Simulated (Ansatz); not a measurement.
# C₂H₇AlO₂: a ladder of functionals and wavefunction methods

Aim: compute C₂H₇AlO₂ with functionals from several rungs and with coupled cluster. The yardstick is the atomisation energy at the CCSD(T) limit.

Program: Ansatz 0.2.0, Gaussian basis. Level of theory: functionals in def2-TZVPP, the program's frozen cores in correlated methods. These are calculated values, not measurements.

Levels to be run: LDA (SPW92), PBE-D4, revPBE-D4, BLYP-D4, r2SCAN-D4, B97M-V, PBE0-D4, B3LYP-D4, r2SCANh-D4, r2SCAN0-D4, HSE06-D4, BHLYP-D4, CAM-B3LYP-D4, LC-ωPBE, ωB97X-V, ωB97M-V, B2PLYP, PBE-QIDH; CCSD(T)/def2-SVP; CCSD(T)/def2-TZVPP; MP2/def2-QZVPP; extrapolation to the limit; RPA on PBE.

### Step 1. The relaxed structure

An earlier PBE0-D4 in a triple-zeta def2 set relaxation fixed the geometry.

12 atoms, charge 0, spin multiplicity 1.

Atoms are counted from 1 here; the program's logs count them from 0.

Bond lengths: C1–C2 1.529 Å, C1–H6 1.092 Å, C1–H7 1.094 Å, C1–H8 1.092 Å, C2–Al3 1.949 Å, C2–H9 1.098 Å, C2–H10 1.098 Å, Al3–O4 1.700 Å, Al3–O5 1.695 Å, O4–H11 0.955 Å, O5–H12 0.956 Å. Angles: C2–C1–H6 111.6°, C2–C1–H7 111.8°, C2–C1–H8 111.6°, H6–C1–H7 107.5°, H6–C1–H8 106.5°, H7–C1–H8 107.5°, C1–C2–Al3 115.5°, C1–C2–H9 110.2°, C1–C2–H10 110.2°, Al3–C2–H9 107.9°, Al3–C2–H10 107.9°, H9–C2–H10 104.5°, C2–Al3–O4 124.3°, C2–Al3–O5 118.9°, O4–Al3–O5 116.8°, Al3–O4–H11 124.1°, Al3–O5–H12 122.3°.

### Step 2. LDA

This LDA is Slater exchange with PW92 correlation.

File in.yaml:

```yaml
crystal:
  periodic: [false, false, false]
  atoms:
    - {symbol: C, position_ang: [-1.606973, -0.553245, 0.555318]}
    - {symbol: C, position_ang: [-0.517926, -0.569818, -0.518399]}
    - {symbol: Al, position_ang: [1.068592, 0.489841, -0.119382]}
    - {symbol: O, position_ang: [2.409750, 0.633145, -1.154298]}
    - {symbol: O, position_ang: [1.143534, 1.333556, 1.348996]}
    - {symbol: H, position_ang: [-1.972512, 0.459125, 0.741963]}
    - {symbol: H, position_ang: [-2.467758, -1.166301, 0.271697]}
    - {symbol: H, position_ang: [-1.235756, -0.930863, 1.510801]}
    - {symbol: H, position_ang: [-0.195096, -1.600255, -0.715055]}
    - {symbol: H, position_ang: [-0.924813, -0.221915, -1.476540]}
    - {symbol: H, position_ang: [2.478080, 0.204282, -2.004640]}
    - {symbol: H, position_ang: [1.897881, 1.867348, 1.593537]}
basis:
  gaussian: {orbitals: def2-TZVPP}
hamiltonian: {xc: lda}
output: {orbitals: {seedname: orbitals}}
```

Run with:

```
$ ansatz run in.yaml --threads 4 --pin off --events-out ev --progress --plain --max-ram 10444MiB
```

After this run come: PBE-D4 (GGA); revPBE-D4 (GGA); BLYP-D4 (GGA); r2SCAN-D4 (meta-GGA); B97M-V (meta-GGA); B3LYP-D4 (hybrid); r2SCANh-D4 (hybrid); r2SCAN0-D4 (hybrid); HSE06-D4 (hybrid); BHLYP-D4 (hybrid); CAM-B3LYP-D4 (range-separated); LC-ωPBE (range-separated); ωB97X-V (range-separated); ωB97M-V (range-separated); B2PLYP (double hybrid); PBE-QIDH (double hybrid); CCSD(T) in def2-SVP; CCSD(T) in def2-TZVPP; MP2 in def2-QZVPP; RPA on PBE orbitals.

Q: Predict the results of all the runs planned. Wanted: atomisation energy, CCSD(T)/CBS; farthest beyond LDA; mean size of error, GGA; mean size of error, meta-GGA; mean size of error, hybrid; mean size of error, range-separated; mean size of error, double hybrid; gap, smallest and largest; T1 diagnostic.

As calculated:

| quantity | value |
| --- | --- |
| atomisation energy, CCSD(T)/CBS | 48.418 eV |
| functionals within 0.242 eV (0.5 %) | r2SCAN-D4, B97M-V, CAM-B3LYP-D4, ωB97X-V, ωB97M-V |
| farthest beyond LDA | BHLYP-D4 (-1.722 eV) |
| mean size of error, GGA | 0.533 eV |
| mean size of error, meta-GGA | 0.146 eV |
| mean size of error, hybrid | 0.698 eV |
| mean size of error, range-separated | 0.161 eV |
| mean size of error, double hybrid | 0.629 eV |
| gap, smallest and largest | 5.48 eV (BLYP-D4), 12.56 eV (LC-ωPBE) |
| T1 diagnostic | 0.0113 |
| triples share of the correlation energy | 3.5 % |

**Reading.** The LDA atomisation energy is off by 6.262 eV (13 %): it overbinds. PBE-D4 is off by +0.393 eV. Double hybrids carry the basis error of their MP2 part in triple zeta, and no dispersion term here, so their miss is partly the set-up's. The rungs meta-GGA, range-separated miss on average by less than the doubt on the reference (0.242 eV), so they tie. Misses under about 0.242 eV are within the doubt on the reference itself, which lacks core-valence correlation, relativity and higher excitations. Hartree-Fock recovers 73 % of the binding; the rest is correlation. CCSD(T) in def2-SVP is off by -2.831 eV, so the small basis spoils what the method gains. The gap grows from 5.5 to 12.6 eV across the functionals, mostly with the share of exact exchange.
